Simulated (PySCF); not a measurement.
# H3PPm (Pm(PH3)3+): the cost of one run

Computed with PySCF 2.14.0. Level: PBE0, Pm lcecp-1-SVP with ECP50, P def2-SVP, H def2-SVP; scalar-relativistic core potentials, no spin–orbit coupling.

1 further run of the same task is left out (for a known fault of the program).

## 1. The starting structure

5 atoms, charge 3, spin multiplicity 1.

Bond lengths: Pm1–P2 2.950 Å, P2–H3 1.420 Å, P2–H4 1.420 Å, P2–H5 1.420 Å. Angles: Pm1–P2–H3 121.6°, Pm1–P2–H4 121.6°, Pm1–P2–H5 121.6°, H3–P2–H4 95.1°, H3–P2–H5 95.1°, H4–P2–H5 95.1°.

Coordinates:

```xyz
5
charge 3, multiplicity 1
Pm    0.0000    0.0000    0.0000
P     0.0000    0.0000    2.9500
H     1.2100    0.0000    3.6932
H    -0.6050    1.0479    3.6932
H    -0.6050   -1.0479    3.6932
```

Formal oxidation states: Pm +3. Each metal's 4 4f electrons lie in its core potential, so multiplicities, spins and levels count the valence alone.

## 2. SCF at the start, singlet

File run.py (the lines that set the calculation):

```python
mol = gto.M(atom='''
Pm     0.00000     0.00000     0.00000
P      0.00000     0.00000     2.95000
H      1.21000     0.00000     3.69320
H     -0.60500     1.04790     3.69320
H     -0.60500    -1.04790     3.69320''',
    basis={'Pm': 'lcecp-1-SVP', 'P': 'def2-SVP', 'H': 'def2-SVP'},
    ecp={'Pm': 'lcecp-1-SVP'},
    charge=3, spin=0)
mf = dft.RKS(mol, xc='PBE0')
mf.grids.atom_grid = (50, 194)  # f atoms: unpruned, at least (60, 302)
mf = mf.density_fit()  # fitting sets: Pm AutoAux, P def2-universal-JKFIT, H def2-universal-JKFIT
mf.conv_tol = 1e-08; mf.max_cycle = 55
mf.kernel(dm0)  # dm0: free metal ions and neutral atoms
```

On the command line:

```sh
> OMP_NUM_THREADS=2 python run.py
```

**Question.** How long does this run take on 2 threads of Arm Neoverse V2, shared host, and how much memory does it need?

About 1.7 s, with a peak of 0.38 GiB.
